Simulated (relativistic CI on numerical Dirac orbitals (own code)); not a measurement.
**V⁺: 3s photoemission with charge transfer**

Wanted: the shape of the 3s photoemission spectrum of V⁺ in a cubic metal-ligand cluster, for 3 values of tenDq.

Method: charge-transfer multiplet model of a cubic metal-ligand cluster with up to 2 ligand holes, Slater and spin-orbit integrals from Dirac-Coulomb-Breit ions, Slater integrals scaled by 0.9. Code: relativistic CI on numerical Dirac orbitals (own code) version 3.

## Step 1: The system

```
ion                  : V⁺ (V II)
nuclear charge       : 23
electrons            : 22
d electrons          : 4
ligand holes at most : 2
parameters           : in eV; Veg, Vt2g hoppings, tenDq and tenDqL metal and ligand splittings (negative tenDq: tetrahedral), red the scaling of hopping with a core hole
temperature          : 300 K
widths               : Lorentz 1.4 eV, Gauss 0.8 eV
```

## Step 2: tenDq = -0.4 eV

Input settings:

```ini
cluster ion=V1+ d4 ligand_holes=2 slater_scale=0.9
Delta=7.2 Udd=6 Upd=7.6 tenDq=-0.4 tenDqL=0 Veg=1.25 Vt2g=-2.12 red=1
spectrum xps 3s T=300 lorentz=1.4 gauss=0.8
```

Command:

```
python run_levels.py task.json out
```

task.json lists these runs, among others, and the program works through them in turn.

## Step 3: tenDq = -1.3 eV

Input settings:

```ini
cluster ion=V1+ d4 ligand_holes=2 slater_scale=0.9
Delta=7.2 Udd=6 Upd=7.6 tenDq=-1.3 tenDqL=0 Veg=1.25 Vt2g=-2.12 red=1
spectrum xps 3s T=300 lorentz=1.4 gauss=0.8
```

## Step 4: tenDq = 0.2 eV

Input settings:

```ini
cluster ion=V1+ d4 ligand_holes=2 slater_scale=0.9
Delta=7.2 Udd=6 Upd=7.6 tenDq=0.2 tenDqL=0 Veg=1.25 Vt2g=-2.12 red=1
spectrum xps 3s T=300 lorentz=1.4 gauss=0.8
```

(Steps that only read results are left out.)

What does the calculation give? Wanted: d count; ground spin.

**Answer**, as computed:

| run | d count | weight without ligand hole | ground S | up to four highest peaks (% of the highest), eV from the first main peak |
| --- | --- | --- | --- | --- |
| tenDq = -0.4 eV | 4.24 | 0.77 | 2.00 | 0.0 (100), 4.1 (40), 9.3 (81), 17.0 (19) |
| tenDq = -1.3 eV | 4.29 | 0.73 | 0.00 | 0.0 (100), 6.6 (16), 9.5 (20) |
| tenDq = 0.2 eV | 4.25 | 0.76 | 2.00 | 0.0 (100), 4.2 (42), 6.8 (26), 9.4 (84) |

| quantity | value |
| --- | --- |
| d count | 4.24 to 4.29 |
| ground spin (effective S from ⟨S²⟩) | 0.00 to 2.00 |

From tenDq = -1.3 eV to tenDq = 0.2 eV the ground-state d count goes from 4.29 to 4.25. In the first run d4 holds 77 % of the ground state. The ground spin changes between the runs (2.00 to 0.00), and the line shape with it. The cluster parameters are drawn, not fitted to a compound. The exchange splitting of an s hole comes out too large without intra-shell correlation.
